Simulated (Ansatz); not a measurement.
# MnAu3 (R-3m) in Ansatz: reference runs, part 2 of 2

Ansatz 0.2.0. The steps go on from the part before.

**4. Single point, PBEsol, collinear spin, ferromagnetic start (atoms moved at random, drawn with an rms of 0.05 Å)**

input.yaml

```yaml
crystal:
  lattice:
    - [1.5262009749, 0.8811525437, 8.774971037]
    - [-1.5262009749, 0.8811525437, 8.774971037]
    - [0.0, -1.7623050874, 8.774971037]
  atoms:
    - { symbol: Au, position: [0.741378, 0.756422, 0.734191] }
    - { symbol: Au, position: [0.500581, 0.515404, 0.480302] }
    - { symbol: Au, position: [0.261569, 0.251793, 0.254764] }
    - { symbol: Mn, position: [0.007504, -0.024147, 0.01841], spin: 4.0 }
kpoints:
  mp_grid: { grid: [10, 10, 10] }
scf:
  occupations: { method: fermi_dirac, width: 0.05 }
hamiltonian:
  xc: pbesol
  pseudopotentials: { kind: all_electron, lapw: { basis_error: 0.001 } }
magnetization:
  spin_polarized: true
output:
  forces: true
  stress: true
  eigenvalues: true
  populations: true
```

Potentials or basis: all-electron LAPW, scalar-relativistic.

The run is started by

```
ansatz run input.yaml --threads 4 --pin off --max-ram 12288MiB --backend cpu --events-out ev --progress --plain --runs-dir out
```

Standard output:

```text
Warning: RAYON_NUM_THREADS=4 ignored (pool sized by the plan → 4); use --threads N
Au: projections on atomic orbitals take those of the free atom 1s2 2s2 2p6 3s2 3p6 3d10 4s2 4p6 4d10 4f14 5s2 5p6 5d10 6s1, of charge +0.00 (hamiltonian.pseudopotentials.projection_atoms)
Mn: projections on atomic orbitals take those of the free atom 1s2 2s2 2p6 3s2 3p6 3d5 4s2, of charge +0.00 (hamiltonian.pseudopotentials.projection_atoms)
LAPW: plane waves up to 8.647 Å⁻¹, error target 1.0e-3 eV per atom; small_component_spin mean_spin; Mn in spheres of 1.276 Å, 15 of its electrons in bands, Dirac shells []; Au in spheres of 1.358 Å, 43 of its electrons in bands, Dirac shells [] (how accurate: hamiltonian.pseudopotentials.lapw.basis_error, Limitations)
Engine: ansatz 0.2.0, aarch64-unknown-linux-gnu
Pseudopotentials: kind: all_electron
[... 73 lines left out ...]
  k-point 1 ↑: bands = ["-301.9110", "-301.9061", "-301.9040", "-301.8843", "-301.8817", "-301.8475", "-301.8451", "-301.8426", "-301.8214", "-301.8197", "-301.4467", "-301.4457", "-301.4455", "-301.4220", "-301.4219", "-84.8188", "-84.7517", "-84.3383", "-60.1166", "-57.8748", "-57.8744", "-57.8682", "-57.8630", "-57.8609", "-57.8430", "-57.8407", "-57.8126", "-57.8110", "-57.8068", "-57.7999", "-57.7980", "-57.7801", "-57.7781", "-57.4111", "-57.4079", "-57.4069", "-57.3982", "-57.3978", "-57.3819", "-57.3789", "-36.2764", "-36.2037", "-36.1426", "-36.1267", "-36.0690", "-36.0653", "-35.7613", "-35.6761", "-35.6708", "-28.9946", "-28.9532", "-28.9486", "12.0173", "13.6933", "14.2618", "14.9170", "16.0193", "16.1661", "16.2160", "16.2571", "16.3731", "16.5621", "16.6684", "16.7079", "17.2529", "17.2712", "17.4356", "17.4851", "18.1481", "18.1982", "18.4439", "18.5880", "18.6953", "19.1634", "19.5536", "21.9675", "25.3341", "33.1484", "33.6662", "34.2369", "34.4905", "34.8064", "34.9465", "35.4700", "35.7775", "35.9690", "36.8280", "37.4610", "38.1046"]
  k-point 2 ↑: bands = ["-301.9110", "-301.9061", "-301.9040", "-301.8843", "-301.8817", "-301.8475", "-301.8451", "-301.8426", "-301.8214", "-301.8197", "-301.4467", "-301.4457", "-301.4455", "-301.4220", "-301.4219", "-84.8180", "-84.7509", "-84.3375", "-60.1149", "-57.8748", "-57.8745", "-57.8682", "-57.8630", "-57.8610", "-57.8431", "-57.8407", "-57.8126", "-57.8110", "-57.8069", "-57.7999", "-57.7980", "-57.7801", "-57.7781", "-57.4111", "-57.4079", "-57.4069", "-57.3982", "-57.3978", "-57.3820", "-57.3788", "-36.2733", "-36.2010", "-36.1637", "-36.1327", "-36.0889", "-36.0723", "-35.7598", "-35.6966", "-35.6763", "-28.9929", "-28.9683", "-28.9529", "12.7520", "14.2525", "14.7653", "15.1409", "15.7309", "15.9191", "16.0443", "16.1055", "16.3743", "16.6980", "16.8916", "17.0143", "17.0921", "17.1825", "17.5971", "17.7190", "17.9176", "18.2602", "18.4380", "18.6648", "18.8281", "19.5479", "19.6764", "23.4583", "25.4924", "30.1372", "31.2453", "33.1154", "33.1754", "34.0036", "34.0821", "35.1063", "35.2092", "35.9942", "36.2777", "36.5044", "37.4706"]
  k-point 503 ↓: bands = ["-301.9029", "-301.8976", "-301.8956", "-301.8756", "-301.8733", "-301.8399", "-301.8366", "-301.8350", "-301.8133", "-301.8117", "-301.4467", "-301.4459", "-301.4454", "-301.4232", "-301.4231", "-84.7647", "-84.7003", "-84.3395", "-57.8627", "-57.8621", "-57.8560", "-57.8508", "-57.8485", "-57.8316", "-57.8283", "-57.8009", "-57.7993", "-57.7950", "-57.7883", "-57.7863", "-57.7692", "-57.7665", "-57.4117", "-57.4078", "-57.4068", "-57.3980", "-57.3976", "-57.3840", "-57.3808", "-56.0100", "-36.2051", "-36.1351", "-36.0771", "-36.0670", "-36.0111", "-36.0045", "-35.7606", "-35.6717", "-35.6700", "-24.9694", "-24.9065", "-24.9050", "12.2883", "12.6987", "14.2801", "15.2463", "16.3345", "16.3385", "16.4744", "16.4891", "16.5758", "16.5832", "16.6012", "17.2764", "17.2988", "17.6108", "17.6525", "18.4078", "18.4419", "18.5141", "18.6547", "21.6023", "21.9454", "21.9483", "22.6558", "22.6574", "28.3686", "30.2403", "34.6363", "34.8170", "35.6119", "36.5895", "36.7419", "36.9338", "37.1217", "37.2013", "37.9349", "38.0559", "38.1670"]
--- Löwdin populations: 4 sites ---
  site symbol       q [e]    m [muB]
     0     Au     78.8985     0.0405
     1     Au     78.9382    -0.0369
     2     Au     78.9066     0.0374
     3     Mn     24.5681     4.0485
  spilling = 0.002629 (of n_electrons = 262.000000)
```

populations.tsv:

```text
# site	symbol	l	j	q_up	q_dn
# orbitals = lowdin
# n_electrons = 262.000000
# spilling = 0.002629
# projection_atom_Au: 1s2 2s2 2p6 3s2 3p6 3d10 4s2 4p6 4d10 4f14 5s2 5p6 5d10 6s1
# projection_atom_Mn: 1s2 2s2 2p6 3s2 3p6 3d5 4s2
0	Au	0_1S	-	1.000000	1.000000
0	Au	0_2S	-	0.999998	0.999997
0	Au	0_3S	-	0.999971	0.999969
0	Au	0_4S	-	0.999711	0.999694
0	Au	0_5S	-	0.995915	0.995670
0	Au	0_6S	-	0.581711	0.624886
0	Au	1_2P	-	3.000000	3.000000
0	Au	1_3P	-	3.000000	3.000000
0	Au	1_4P	-	2.999992	2.999989
0	Au	1_5P	-	2.999225	2.998842
0	Au	2_3D	-	5.000000	5.000000
0	Au	2_4D	-	4.999997	4.999997
0	Au	2_5D	-	4.893025	4.809957
0	Au	3_4F	-	6.999997	6.999995
1	Au	0_1S	-	1.000000	1.000000
1	Au	0_2S	-	0.999999	0.999999
1	Au	0_3S	-	0.999983	0.999984
1	Au	0_4S	-	0.999830	0.999843
1	Au	0_5S	-	0.997493	0.997679
1	Au	0_6S	-	0.571183	0.606348
1	Au	1_2P	-	3.000000	3.000000
1	Au	1_3P	-	3.000000	3.000000
[... 9 lines left out ...]
2	Au	0_4S	-	0.999733	0.999717
2	Au	0_5S	-	0.996210	0.995979
2	Au	0_6S	-	0.582844	0.625033
2	Au	1_2P	-	3.000000	3.000000
2	Au	1_3P	-	3.000000	3.000000
2	Au	1_4P	-	2.999992	2.999989
2	Au	1_5P	-	2.999260	2.998900
2	Au	2_3D	-	5.000000	5.000000
2	Au	2_4D	-	4.999997	4.999997
2	Au	2_5D	-	4.894002	4.815001
2	Au	3_4F	-	6.999997	6.999996
3	Mn	0_1S	-	0.999997	0.999997
3	Mn	0_2S	-	0.999813	0.999829
3	Mn	0_3S	-	0.995368	0.995808
3	Mn	0_4S	-	0.496092	0.473984
3	Mn	1_2P	-	2.999993	2.999999
3	Mn	1_3P	-	2.999593	2.999324
3	Mn	2_3D	-	4.817433	0.790821
```

Run time: 25 min. Hardware: 4 threads of Arm Neoverse V1, shared host; peak memory 8.9 GiB.

What came out:

- Free energy: -1582745.6270 eV
- Pressure: -7.6 GPa
- Largest force: 0.307 eV/Å
- Band gap on the k mesh: none (metal or under the smearing width)
- Net moment: 4.07 μB per cell
- Absolute moment: 4.29 μB per cell
- Site moments: Au +0.06, -0.01; Mn +3.85 μB

Forces on the atoms (eV/Å):
```
Au   0.100 -0.108  0.089
Au   0.021 -0.038  0.191
Au   0.039 -0.056 -0.114
Mn  -0.161  0.202 -0.166
```

Stress tensor (GPa, compression positive):
```
-7.82  0.16  0.11
 0.16 -7.57 -0.20
 0.11 -0.20 -7.55
```

**5. Overview**

```csv
task,cell,cutoff (eV),gap on the mesh (eV),pressure (GPa),moment (μB),largest force (eV/Å)
single point,as given,271,none,-7.8,4.07,0.09
equation of state,as given,-,-,-,-,-
single point,"atoms moved at random, drawn with an rms of 0.05 Å",285,none,-7.6,4.07,0.31
```

Alike in all rows: level PBEsol; potentials or basis all-electron LAPW, scalar-relativistic; spin collinear, ferromagnetic start; k mesh 10 × 10 × 10; smearing fermi-dirac 0.05 eV; basis error allowed 0.001 eV/atom.

Compare energies only between runs with the same functional and basis.
